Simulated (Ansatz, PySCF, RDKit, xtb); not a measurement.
# CaGaBH2: a search for the lowest isomer

Only the formula CaGaBH2 is given. Aim: find the structure of lowest free energy at 298.15 K, then its properties.

The funnel: GFN2-xTB relaxations, single points with a density functional, relaxations at B3LYP-D3(BJ)/6-311G**, harmonic vibrations, and a last energy at a higher level. All values are calculated.

10 further runs of the same task are left out: 4 for a known fault of the program, 1 that didn't finish, 5 set aside as unsound or not needed.

**1. Drawing up candidates**

A program enumerates the bonding patterns with one Lewis structure each (two rings at most, one unusual centre or charged pair), with their diastereomers. O–O, O–halogen and N–halogen bonds and N–N–N chains are not drawn. That gives 13 candidates.

```tsv
label	SMILES	spin
c034	[CaH][BH][Ga]	singlet
c097	[BH2][Ca][Ga]	triplet
c151	[BH]1[CaH-][Ga+]1	singlet
c197	[B][Ca][GaH2]	singlet
c273	[B][GaH][CaH]	singlet
c379	[BH2-]1[Ca][Ga+]1	singlet
c398	[B+]1[CaH-][GaH]1	singlet
c476	[BH2][Ca][Ga]	singlet
c545	[B][Ca][GaH2]	triplet
c613	[CaH][BH][Ga]	triplet
```

Candidates are built by distance geometry, with a force field where one applies, in up to four conformers (letters a to d). 6 starts with atoms placed at random are added, to find patterns that the rules miss.

Q: Predict the outcome of this search (final energies at CCSD(T)/def2-TZVPP).

| quantity | value |
| --- | --- |
| lowest structure found | [BH2-]1[Ca][Ga+]1, singlet, Cs |
| next finalist | [H]1[BH]2[Ga][Ca]12 ‡, triplet, 10.5 kcal/mol higher in G |
| share at equilibrium, among the finalists | 100.0 % |
| harmonic wavenumbers, lowest and highest (B3LYP-D3(BJ)/6-311G**) | 59 and 2503 cm⁻¹ |
| rotational constants, same geometry | 0.3885, 0.07081, 0.0608 cm⁻¹ |
| dipole moment (PBE0/def2-TZVPD) | 5.32 D |
| HOMO energy (PBE0/def2-TZVPD) | -4.58 eV |
| LUMO energy (PBE0/def2-TZVPD) | -2.21 eV |
| HOMO–LUMO gap (PBE0/def2-TZVPD) | 2.38 eV |
| lowest excitation (TD-B3LYP/def2-SVPD) | 1.60 eV (f = 0.016) |
| strongest of the states computed, same level | 2.28 eV (f = 0.114) |
| lowest triplet excitation, same level, Tamm-Dancoff | 0.86 eV |
| vertical ionisation energy | 5.96 eV |
| vertical electron affinity | 1.03 eV |
| vertical triplet less singlet | +0.70 eV |

`[BH2-]1[Ca][Ga+]1` comes out lowest. Among the finalists first place is clear (10.5 kcal/mol); structures outside the list aren't covered. B3LYP-D3(BJ)/6-311G** and MP2/def2-TZVPP already put its bonding pattern lowest among the structures in one piece; HF/def2-TZVPP favours the triplet [BH2-]1[Ca][Ga+]1. A large T1 diagnostic among the finalists warns that one reference determinant may not suffice. It concerns: the winner; the finalist [BH]1[Ca][GaH]1 ‡ (singlet). Lowest found is not proven lowest: the search is finite, and each finalist counts with one conformer. Bonds to the alkali or alkaline-earth atom are largely ionic, and its place along soft bends is ill-defined.

‡ marks the bonded skeleton alone, with all bonds drawn single: no Lewis structure was assigned that passes a check against the bond lengths.
